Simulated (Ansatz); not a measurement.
## CH7OPSi, SMILES C[SiH](O)P: a rigid torsion scan

Computed with the Python package of Ansatz (0.2.0).

Script `torsion_ch7opsi.py`:
```python
'''Energy of CH7OPSi as one group turns about a bond.'''

import ansatz as az
from ase import Atoms

atoms = Atoms(['C', 'Si', 'O', 'P', 'H', 'H', 'H', 'H', 'H', 'H', 'H'], positions=[
    (-0.7893, 1.3234, 0.0144),
    (0.4345, 0.1145, -0.4487),
    (1.624, -0.0049, 0.6565),
    (-0.4265, -1.8763, -0.5409),
    (-1.6393, 1.3993, -0.7573),
    (-1.2923, 1.1629, 0.9722),
    (-0.3739, 2.372, 0.069),
    (1.0672, 0.435, -1.7768),
    (1.4022, -0.249, 1.6103),
    (0.6951, -2.6313, -0.6528),
    (-0.6364, -2.1025, 0.8746),
])

# start the scan from a relaxed geometry
first = (
    az.Crystal.molecule_from_ase(atoms).calculation()
    .basis(gaussian='cc-pVDZ')
    .functional('pbe')
    .relax(force_tolerance=0.02, max_steps=80)
)
atoms.positions = first.run(threads=1).report['positions_ang']

start = atoms.get_dihedral(0, 1, 2, 8)
energies = {}
for turn in range(0, 360, 40):
    turned = atoms.copy()
    turned.set_dihedral(0, 1, 2, 8, start + turn, indices=[2, 8])
    job = (
        az.Crystal.molecule_from_ase(turned).calculation()
        .basis(gaussian='cc-pVDZ')  # atom-centred Gaussian functions
        .functional('pbe')
    )
    energies[round((start + turn) % 360)] = job.run(threads=1).report['free_energy_ev']
floor = min(energies.values())
print('dihedral C0-Si1-O2-H8 (deg)   E - E(min) (kJ/mol)')
for angle, e in sorted(energies.items()):
    print(f'{angle:8d} {96.485332 * (e - floor):14.3f}  ' + '#' * int(30 * (e - floor) / max(max(energies.values()) - floor, 1e-9)))
```

Running `python torsion_ch7opsi.py` prints:
```text
dihedral C0-Si1-O2-H8 (deg)   E - E(min) (kJ/mol)
      28          3.121  #########
      68          0.000
     108          2.398  ######
     148          4.859  ##############
     188          5.037  ##############
     228          6.321  ##################
     268          8.710  #########################
     308         10.290  ##############################
     348          8.533  ########################
```

The scan is rigid and the energies are electronic, in a modest basis. With rigid groups the curve can differ much from the relaxed path, the start wasn't checked as a minimum of this torsion, and equivalent turns needn't return to the same energy. Finished in 53 s on 1 thread of Arm Neoverse V2 (shared host), peak memory 0.22 GiB.
